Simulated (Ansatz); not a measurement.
# C3H10O4Sn: up Jacob's ladder to CCSD(T)

Aim: compute C3H10O4Sn with functionals from several rungs and with coupled cluster, and see how far each lands from CCSD(T) at the basis-set limit for the atomisation energy.

Method: functionals in def2-TZVPP, the program's frozen cores in correlated methods; program: Ansatz 0.2.0, Gaussian basis.

The runs, in order: LDA (SPW92), PBE-D4, revPBE-D4, BLYP-D4, r2SCAN-D4, B97M-V, PBE0-D4, B3LYP-D4, r2SCANh-D4, r2SCAN0-D4, HSE06-D4, BHLYP-D4, CAM-B3LYP-D4, LC-ωPBE, ωB97X-V, ωB97M-V, B2PLYP, PBE-QIDH; CCSD(T)/def2-SVP; CCSD(T)/def2-TZVPP; MP2/def2-QZVPP; extrapolation to the limit; RPA on PBE.

## 1. Structure used throughout

An earlier PBE0-D4 in a triple-zeta def2 set relaxation fixed the geometry. Sn takes the def2 core potential; no spin-orbit term is included.

SMILES `C[O][Sn]([OH])([O]C)[O]C`, 18 atoms, charge 0, spin multiplicity 1.

Atoms are counted from 1 here; the program's logs count them from 0.

Bond lengths: C1–O2 1.414 Å, C1–H9 1.097 Å, C1–H10 1.095 Å, C1–H11 1.093 Å, O2–Sn3 1.942 Å, Sn3–O4 1.937 Å, Sn3–O5 1.949 Å, Sn3–O7 1.943 Å, O4–H12 0.961 Å, O5–C6 1.412 Å, C6–H13 1.093 Å, C6–H14 1.096 Å, C6–H15 1.097 Å, O7–C8 1.411 Å, C8–H16 1.097 Å, C8–H17 1.093 Å, C8–H18 1.097 Å. Angles: O2–C1–H9 111.7°, O2–C1–H10 112.6°, O2–C1–H11 107.6°, H9–C1–H10 108.4°, H9–C1–H11 108.1°, H10–C1–H11 108.4°, C1–O2–Sn3 121.2°, O2–Sn3–O4 108.0°, O2–Sn3–O5 105.6°, O2–Sn3–O7 115.3°, O4–Sn3–O5 114.3°, O4–Sn3–O7 105.5°, O5–Sn3–O7 108.3°, Sn3–O4–H12 111.5°, Sn3–O5–C6 120.5°, O5–C6–H13 107.8°, O5–C6–H14 112.0°, O5–C6–H15 112.5° and more.

## 2. LDA

This LDA is Slater exchange with PW92 correlation.

in.yaml

```yaml
crystal:
  periodic: [false, false, false]
  atoms:
    - {symbol: C, position_ang: [-0.112955, -1.897233, -1.895843]}
    - {symbol: O, position_ang: [1.045971, -1.222696, -1.447021]}
    - {symbol: Sn, position_ang: [0.923636, 0.284490, -0.228273]}
    - {symbol: O, position_ang: [2.442918, 1.442138, -0.550995]}
    - {symbol: O, position_ang: [-0.804235, 1.111092, -0.589830]}
    - {symbol: C, position_ang: [-1.218534, 2.251556, 0.131785]}
    - {symbol: O, position_ang: [1.003603, -0.164812, 1.660704]}
    - {symbol: C, position_ang: [-0.019146, -0.948409, 2.236595]}
    - {symbol: H, position_ang: [-0.525150, -2.553922, -1.120323]}
    - {symbol: H, position_ang: [-0.900693, -1.209190, -2.220243]}
    - {symbol: H, position_ang: [0.174942, -2.518344, -2.747949]}
    - {symbol: H, position_ang: [2.876857, 1.229631, -1.382201]}
    - {symbol: H, position_ang: [-2.250600, 2.470815, -0.154268]}
    - {symbol: H, position_ang: [-0.605703, 3.130139, -0.101011]}
    - {symbol: H, position_ang: [-1.193427, 2.093237, 1.217056]}
    - {symbol: H, position_ang: [0.031220, -1.993876, 1.908493]}
    - {symbol: H, position_ang: [0.116841, -0.927989, 3.320948]}
    - {symbol: H, position_ang: [-1.023146, -0.565527, 2.014075]}
basis:
  gaussian: {orbitals: def2-TZVPP}
hamiltonian: {xc: lda}
output: {orbitals: {seedname: orbitals}}
```

The run is started by

```sh
$ ansatz run in.yaml --threads 4 --pin off --events-out ev --progress --plain --max-ram 41984MiB --backend cuda --devices 0, --max-vram 37GiB
```

After this run come: PBE-D4 (GGA); revPBE-D4 (GGA); BLYP-D4 (GGA); r2SCAN-D4 (meta-GGA); B97M-V (meta-GGA); B3LYP-D4 (hybrid); r2SCANh-D4 (hybrid); r2SCAN0-D4 (hybrid); HSE06-D4 (hybrid); BHLYP-D4 (hybrid); CAM-B3LYP-D4 (range-separated); LC-ωPBE (range-separated); ωB97X-V (range-separated); ωB97M-V (range-separated); B2PLYP (double hybrid); PBE-QIDH (double hybrid); CCSD(T) in def2-SVP; CCSD(T) in def2-TZVPP; MP2 in def2-QZVPP; RPA on PBE orbitals.

Before running them: what should the planned runs give, taken together? Wanted: atomisation energy, CCSD(T)/CBS; farthest beyond LDA; mean size of error, GGA; mean size of error, meta-GGA; mean size of error, hybrid; mean size of error, range-separated; mean size of error, double hybrid; gap, smallest and largest; T1 diagnostic.

As calculated:

| quantity | value |
| --- | --- |
| atomisation energy, CCSD(T)/CBS | 6721.2 kJ/mol |
| functionals within 67.2 kJ/mol (1.0 %) | BLYP-D4, r2SCAN-D4, B97M-V, CAM-B3LYP-D4, ωB97X-V, ωB97M-V |
| farthest beyond LDA | BHLYP-D4 (-328.0 kJ/mol) |
| mean size of error, GGA | 79.2 kJ/mol |
| mean size of error, meta-GGA | 41.2 kJ/mol |
| mean size of error, hybrid | 143.5 kJ/mol |
| mean size of error, range-separated | 43.5 kJ/mol |
| mean size of error, double hybrid | 130.7 kJ/mol |
| gap, smallest and largest | 3.73 eV (LDA (SPW92)), 11.71 eV (LC-ωPBE) |
| T1 diagnostic | 0.0141 |
| triples share of the correlation energy | 3.6 % |

In words: LDA overbinds by 1020.6 kJ/mol (15 %). PBE-D4 is off by +96.9 kJ/mol. Double hybrids carry the basis error of their MP2 part in triple zeta, and no dispersion term here, so their miss is partly the set-up's. The rungs meta-GGA, range-separated miss on average by less than the doubt on the reference (67.2 kJ/mol), so they tie. Misses under about 67.2 kJ/mol are within the doubt on the reference itself, which lacks core-valence correlation, spin-orbit coupling and higher excitations, and its outer-core shells are covered unevenly. All levels share the lack of spin-orbit coupling, which lowers the free heavy atoms and so the true binding. Hartree-Fock recovers 69 % of the binding; the rest is correlation. CCSD(T) in def2-SVP is off by -463.1 kJ/mol, worse than the median functional, from the basis alone. The gap grows from 3.7 to 11.7 eV across the functionals, mostly with the share of exact exchange. Correlated methods include outer-core shells of Sn, which these sets cover unevenly.
